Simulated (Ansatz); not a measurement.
**n-GeGeSiH8 (SiGe2H8): a spread of methods and bases**

Aim: run n-GeGeSiH8 (SiGe2H8) under a spread of inputs, and see what each costs and gives.

Computed with Ansatz 0.2.0, Gaussian basis. Level: the settings change from run to run.

### 1 The geometry

The structure was relaxed beforehand with PBE-D4/def2-SVP.

11 atoms, charge 0, spin multiplicity 1.

Atoms are counted from 1 here; the program's logs count them from 0.

Bond lengths: Ge1–Ge2 2.439 Å, Ge1–H4 1.553 Å, Ge1–H5 1.553 Å, Ge1–H6 1.552 Å, Ge2–Si3 2.394 Å, Ge2–H7 1.555 Å, Ge2–H8 1.555 Å, Si3–H9 1.506 Å, Si3–H10 1.506 Å, Si3–H11 1.506 Å. Angles: Ge2–Ge1–H4 110.0°, Ge2–Ge1–H5 110.0°, Ge2–Ge1–H6 111.3°, H4–Ge1–H5 108.3°, H4–Ge1–H6 108.6°, H5–Ge1–H6 108.6°, Ge1–Ge2–Si3 110.7°, Ge1–Ge2–H7 109.2°, Ge1–Ge2–H8 109.5°, Si3–Ge2–H7 109.9°, Si3–Ge2–H8 110.0°, H7–Ge2–H8 107.5°, Ge2–Si3–H9 111.3°, Ge2–Si3–H10 109.5°, Ge2–Si3–H11 109.6°, H9–Si3–H10 108.8°, H9–Si3–H11 108.9°, H10–Si3–H11 108.6°.

### 2 PBEsol/def2-TZVP

Set apart from the defaults: charge +1, multiplicity 2, density fitting with cc-pVTZ-jkfit, D4 dispersion.

in.yaml reads:

```yaml
crystal:
  periodic: [false, false, false]
  atoms:
    - {symbol: Ge, position_ang: [1.869297, -0.721525, 0.273106]}
    - {symbol: Ge, position_ang: [0.041964, 0.346137, -0.939526]}
    - {symbol: Si, position_ang: [-1.919849, 0.468649, 0.426183]}
    - {symbol: H, position_ang: [1.485064, -2.181696, 0.634930]}
    - {symbol: H, position_ang: [2.154112, 0.048970, 1.590607]}
    - {symbol: H, position_ang: [3.168492, -0.747814, -0.574958]}
    - {symbol: H, position_ang: [0.478656, 1.775530, -1.368927]}
    - {symbol: H, position_ang: [-0.260257, -0.459286, -2.234815]}
    - {symbol: H, position_ang: [-3.053219, 1.139589, -0.303491]}
    - {symbol: H, position_ang: [-1.615004, 1.251450, 1.676077]}
    - {symbol: H, position_ang: [-2.349256, -0.919994, 0.820816]}
basis:
  gaussian: {orbitals: def2-TZVP, fitting: {mean_field: cc-pVTZ-jkfit}}
total_charge: 1
magnetization: {spin_polarized: true, initial_magnetization: 1}
hamiltonian: {xc: {name: PBEsol}, dispersion: d4}
scf: {omitted_lower_state_checks: [starts]}
output: {forces: true}
```

Command:

```sh
ansatz run in.yaml --threads 4 --pin off --events-out ev --progress --plain --max-ram 3916MiB
```

What it wrote, shortened:

```text
Functional definition: PBEsol
  name "PBEsol"
  cite "Perdew et al., Phys. Rev. Lett. 100, 136406 (2008) doi:10.1103/PhysRevLett.100.136406"
  cite "Perdew, Burke & Ernzerhof, Phys. Rev. Lett. 77, 3865 (1996) doi:10.1103/PhysRevLett.77.3865"
  parent pbesol
[...]
775 factors; integrals over basis functions are off by at most 1.8e-1 eV
[...]
mean field -120916.18698105 eV, -4443.5879116183 hartree, gradient 1.5e-5 eV, S^2 0.752608; 0 other end points of the search recorded, 0 dependent functions left out
[...]
reference -120916.18703255 eV, -4443.5879135110 hartree; 43, 42 occupied and 138, 139 virtual orbitals, 775 factors
Total energy: -120916.25704896 eV, -4443.5904865667 hartree
Atom 0 at     1.869297    -0.721525     0.273106 Å, force     0.935861    -1.002307     1.774808 eV/Å
Atom 1 at     0.041964     0.346137    -0.939526 Å, force     0.013843     0.719203    -1.873460 eV/Å
Atom 2 at    -1.919849     0.468649     0.426183 Å, force    -1.041501    -0.388010     1.882593 eV/Å
Atom 3 at     1.485064    -2.181696     0.634930 Å, force    -0.262252     0.226522    -0.203178 eV/Å
Atom 4 at     2.154112     0.048970     1.590607 Å, force    -0.269560     0.114916    -0.249419 eV/Å
Atom 5 at     3.168492    -0.747814    -0.574958 Å, force    -0.330445     0.335712    -0.537827 eV/Å
Atom 6 at     0.478656     1.775530    -1.368927 Å, force    -0.016514    -0.168793     0.098157 eV/Å
Atom 7 at    -0.260257    -0.459286    -2.234815 Å, force     0.051859     0.048556     0.182805 eV/Å
Atom 8 at    -3.053219     1.139589    -0.303491 Å, force     0.398108     0.092294    -0.575318 eV/Å
Atom 9 at    -1.615004     1.251450     1.676077 Å, force     0.236454    -0.054334    -0.274273 eV/Å
Atom 10 at    -2.349256    -0.919994     0.820816 Å, force     0.284149     0.076242    -0.224887 eV/Å
Dipole moment:    -0.326135     0.086374     0.055734 e Å
Checks for a lower state left out: starts
```

It took 3.6 s on 4 threads of Arm Neoverse V1, shared host.

Largest force 2.243 eV/Å, ⟨S²⟩ 0.753.

### 3 revPBE0/def2-mTZVP

Set apart from the defaults: multiplicity 3, restricted open-shell orbitals, atoms shaken by 0.08 Å.

in.yaml reads:

```yaml
crystal:
  periodic: [false, false, false]
  atoms:
    - {symbol: Ge, position_ang: [1.879446, -0.654627, 0.347682]}
    - {symbol: Ge, position_ang: [0.006842, 0.464634, -0.831147]}
    - {symbol: Si, position_ang: [-1.988711, 0.566886, 0.434378]}
    - {symbol: H, position_ang: [1.485041, -2.143282, 0.634153]}
    - {symbol: H, position_ang: [2.037394, 0.169111, 1.686710]}
    - {symbol: H, position_ang: [3.126616, -0.764699, -0.604310]}
    - {symbol: H, position_ang: [0.673870, 1.844260, -1.372301]}
    - {symbol: H, position_ang: [-0.215383, -0.363929, -2.262724]}
    - {symbol: H, position_ang: [-3.078422, 1.174405, -0.174338]}
    - {symbol: H, position_ang: [-1.569255, 1.343199, 1.683662]}
    - {symbol: H, position_ang: [-2.272814, -0.937181, 0.745953]}
basis:
  gaussian: {orbitals: def2-mTZVP}
magnetization: {spin_polarized: false, initial_magnetization: 2}
hamiltonian: {xc: {name: revPBE0}}
scf: {omitted_lower_state_checks: [starts]}
output: {forces: true}
```

The command is unchanged.

What it wrote, shortened:

```text
Functional definition: revPBE0
  name "revPBE0"
  cite "Zhang & Yang, Phys. Rev. Lett. 80, 890 (1998) doi:10.1103/PhysRevLett.80.890"
  cite "Adamo & Barone, J. Chem. Phys. 110, 6158 (1999) doi:10.1063/1.478522"
  cite "Perdew, Burke & Ernzerhof, Phys. Rev. Lett. 77, 3865 (1996) doi:10.1103/PhysRevLett.77.3865"
[...]
1153 factors; integrals over basis functions are off by at most 6.4e-4 eV
[...]
mean field -121029.05257551 eV, -4447.7356457116 hartree, gradient 2.4e-5 eV, S^2 2.000000; 0 other end points of the search recorded, 0 dependent functions left out
[...]
reference -121029.05262595 eV, -4447.7356475653 hartree; 44, 42 occupied and 74, 76 virtual orbitals, 1153 factors
Total energy: -121029.05262595 eV, -4447.7356475653 hartree
Atom 0 at     1.879446    -0.654627     0.347682 Å, force     3.047587    -1.643921     1.204764 eV/Å
Atom 1 at     0.006842     0.464634    -0.831147 Å, force    -2.033835     1.341921    -3.111582 eV/Å
Atom 2 at    -1.988711     0.566886     0.434378 Å, force     1.114841    -1.312012     1.661139 eV/Å
Atom 3 at     1.485041    -2.143282     0.634153 Å, force    -0.274203     0.455654     0.023334 eV/Å
Atom 4 at     2.037394     0.169111     1.686710 Å, force    -0.092315    -0.231820    -0.492354 eV/Å
Atom 5 at     3.126616    -0.764699    -0.604310 Å, force     0.549629    -0.012989     0.259483 eV/Å
Atom 6 at     0.673870     1.844260    -1.372301 Å, force    -0.275476    -0.883199     0.558210 eV/Å
Atom 7 at    -0.215383    -0.363929    -2.262724 Å, force     0.342853     0.566399     1.333313 eV/Å
Atom 8 at    -3.078422     1.174405    -0.174338 Å, force    -2.290723     0.955212    -0.652341 eV/Å
Atom 9 at    -1.569255     1.343199     1.683662 Å, force    -0.238987    -0.338452    -0.536074 eV/Å
Atom 10 at    -2.272814    -0.937181     0.745953 Å, force     0.150630     1.103205    -0.247893 eV/Å
Dipole moment:     0.070050     0.001719     0.086914 e Å
Checks for a lower state left out: starts
```

Wall time 4.2 s (4 threads of Arm Neoverse V1, shared host).

Largest force 3.952 eV/Å, dipole 0.54 D.

### 4 PBE0/aug-cc-pVDZ

Options: charge -1, multiplicity 2, atoms shaken by 0.08 Å, the search for lower states set to off.

in.yaml reads:

```yaml
crystal:
  periodic: [false, false, false]
  atoms:
    - {symbol: Ge, position_ang: [2.003951, -0.791706, 0.283691]}
    - {symbol: Ge, position_ang: [0.212356, 0.300284, -0.867779]}
    - {symbol: Si, position_ang: [-2.027717, 0.348976, 0.360162]}
    - {symbol: H, position_ang: [1.462425, -2.221985, 0.701850]}
    - {symbol: H, position_ang: [2.143280, 0.152256, 1.548247]}
    - {symbol: H, position_ang: [3.240138, -0.811460, -0.581559]}
    - {symbol: H, position_ang: [0.404379, 1.705528, -1.344431]}
    - {symbol: H, position_ang: [-0.229512, -0.569254, -2.259715]}
    - {symbol: H, position_ang: [-3.037984, 1.100830, -0.318350]}
    - {symbol: H, position_ang: [-1.813364, 1.292464, 1.665135]}
    - {symbol: H, position_ang: [-2.375674, -0.916767, 0.870857]}
basis:
  gaussian: {orbitals: aug-cc-pVDZ}
total_charge: -1
magnetization: {spin_polarized: true, initial_magnetization: 1}
hamiltonian: {xc: {name: PBE0}}
scf: {lower_state_search: off}
```

The command is unchanged.

What it wrote, shortened:

```text
Functional definition: PBE0
  name "PBE0"
  cite "Adamo & Barone, J. Chem. Phys. 110, 6158 (1999) doi:10.1063/1.478522"
  cite "Perdew, Burke & Ernzerhof, Phys. Rev. Lett. 77, 3865 (1996) doi:10.1103/PhysRevLett.77.3865"
  parent pbe
[...]
1764 factors; integrals over basis functions are off by at most 7.1e-4 eV
[...]
mean field -121023.87696184 eV, -4447.5454454174 hartree, gradient 5.1e-6 eV, S^2 0.750851; 0 other end points of the search recorded, 0 dependent functions left out
reference -121023.87700803 eV, -4447.5454471151 hartree; 44, 43 occupied and 127, 128 virtual orbitals, 1764 factors
Total energy: -121023.87700803 eV, -4447.5454471151 hartree
Checks for a lower state left out: stability, starts, cluster_reference, orbital_swaps, neighbouring_geometries, increment
```

Wall time 11 s (4 threads of Arm Neoverse V1, shared host); peak memory 0.63 GiB.

⟨S²⟩ 0.751.

### 5 PBEsol/STO-3G

This run has charge +1, multiplicity 2, atoms shaken by 0.15 Å, a point charge of 1.00 e beside it, D3(BJ) with three-body dispersion, relativity set to scalar.

in.yaml reads:

```yaml
crystal:
  periodic: [false, false, false]
  atoms:
    - {symbol: Ge, position_ang: [2.002732, -0.658611, 0.286348]}
    - {symbol: Ge, position_ang: [0.074424, 0.307128, -0.817917]}
    - {symbol: Si, position_ang: [-1.515771, 0.636566, 0.460253]}
    - {symbol: H, position_ang: [1.564180, -2.098222, 0.576090]}
    - {symbol: H, position_ang: [2.087138, 0.142041, 1.718567]}
    - {symbol: H, position_ang: [2.984824, -0.643945, -0.393753]}
    - {symbol: H, position_ang: [0.852856, 1.780535, -1.497172]}
    - {symbol: H, position_ang: [-0.314418, -0.517582, -2.411929]}
    - {symbol: H, position_ang: [-3.261007, 1.469926, -0.396941]}
    - {symbol: H, position_ang: [-1.556320, 1.419532, 1.861519]}
    - {symbol: H, position_ang: [-2.233430, -1.036721, 0.933932]}
basis:
  gaussian: {orbitals: STO-3G, point_charges: [{charge: 1.00, position_ang: [6.188, -0.874, -0.756]}]}
total_charge: 1
magnetization: {spin_polarized: true, initial_magnetization: 1}
hamiltonian: {xc: {name: PBEsol}, dispersion: d3bjatm, pseudopotentials: {relativity: scalar}}
output: {forces: true}
```

The command is unchanged.

What it wrote, shortened:

```text
Functional definition: PBEsol
  name "PBEsol"
  cite "Perdew et al., Phys. Rev. Lett. 100, 136406 (2008) doi:10.1103/PhysRevLett.100.136406"
  cite "Perdew, Burke & Ernzerhof, Phys. Rev. Lett. 77, 3865 (1996) doi:10.1103/PhysRevLett.77.3865"
  parent pbesol
[...]
560 factors; integrals over basis functions are off by at most 3.8e-5 eV
[...]
mean field -120437.96953049 eV, -4426.0137444578 hartree, gradient 4.2e-5 eV, S^2 0.772443; 6 other end points of the search recorded, 0 dependent functions left out
[...]
reference -120437.96955794 eV, -4426.0137454665 hartree; 43, 42 occupied and 10, 11 virtual orbitals, 560 factors
Total energy: -120438.11018168 eV, -4426.0189132937 hartree
Relativity: scalar
Atom 0 at     2.002732    -0.658611     0.286348 Å, force    -5.410837    -0.024411     4.530926 eV/Å
Atom 1 at     0.074424     0.307128    -0.817917 Å, force     4.106301     0.988770    -5.634128 eV/Å
Atom 2 at    -1.515771     0.636566     0.460253 Å, force    -5.860964    -1.868727     4.107567 eV/Å
Atom 3 at     1.564180    -2.098222     0.576090 Å, force     0.411841     1.723636    -0.207698 eV/Å
Atom 4 at     2.087138     0.142041     1.718567 Å, force    -0.131914    -1.465393    -2.613886 eV/Å
Atom 5 at     2.984824    -0.643945    -0.393753 Å, force     3.517293     0.335424    -2.478502 eV/Å
Atom 6 at     0.852856     1.780535    -1.497172 Å, force    -1.639045    -2.967191     1.517968 eV/Å
Atom 7 at    -0.314418    -0.517582    -2.411929 Å, force     0.760783     1.547819     3.609042 eV/Å
Atom 8 at    -3.261007     1.469926    -0.396941 Å, force     2.178778    -1.153337     0.938202 eV/Å
Atom 9 at    -1.556320     1.419532     1.861519 Å, force     0.485260    -0.833736    -2.385343 eV/Å
Atom 10 at    -2.233430    -1.036721     0.933932 Å, force     1.301472     3.753348    -1.327858 eV/Å
Dipole moment:    -1.324549     0.448700     0.111492 e Å
```

Wall time 2.9 s (4 threads of Arm Neoverse V1, shared host).

Largest force 7.397 eV/Å, ⟨S²⟩ 0.772.

### 6 The runs in one table

| level | charge | multiplicity | geometry | functions | energy (eV) | time |
| --- | --- | --- | --- | --- | --- | --- |
| PBEsol/def2-TZVP | 1 | 2 | relaxed | 181 | -120916.257 | 3.6 s |
| revPBE0/def2-mTZVP | 0 | 3 | shaken | 118 | -121029.053 | 4.2 s |
| PBE0/aug-cc-pVDZ | -1 | 2 | shaken | 171 | -121023.877 | 11 s |
| PBEsol/STO-3G | 1 | 2 | shaken, point charge | 53 | -120438.110 | 2.9 s |

### 7 Outcome

| quantity | value |
| --- | --- |
| runs | 4 |
| quickest | PBEsol/STO-3G, 2.9 s |
| slowest | PBE0/aug-cc-pVDZ, 11 s |

The runs differ in state or geometry as well as level, so their energies can't be set against each other. PBE0/aug-cc-pVDZ took 4 times as long as PBEsol/STO-3G. The jobs differ in tasks and options as well as level.
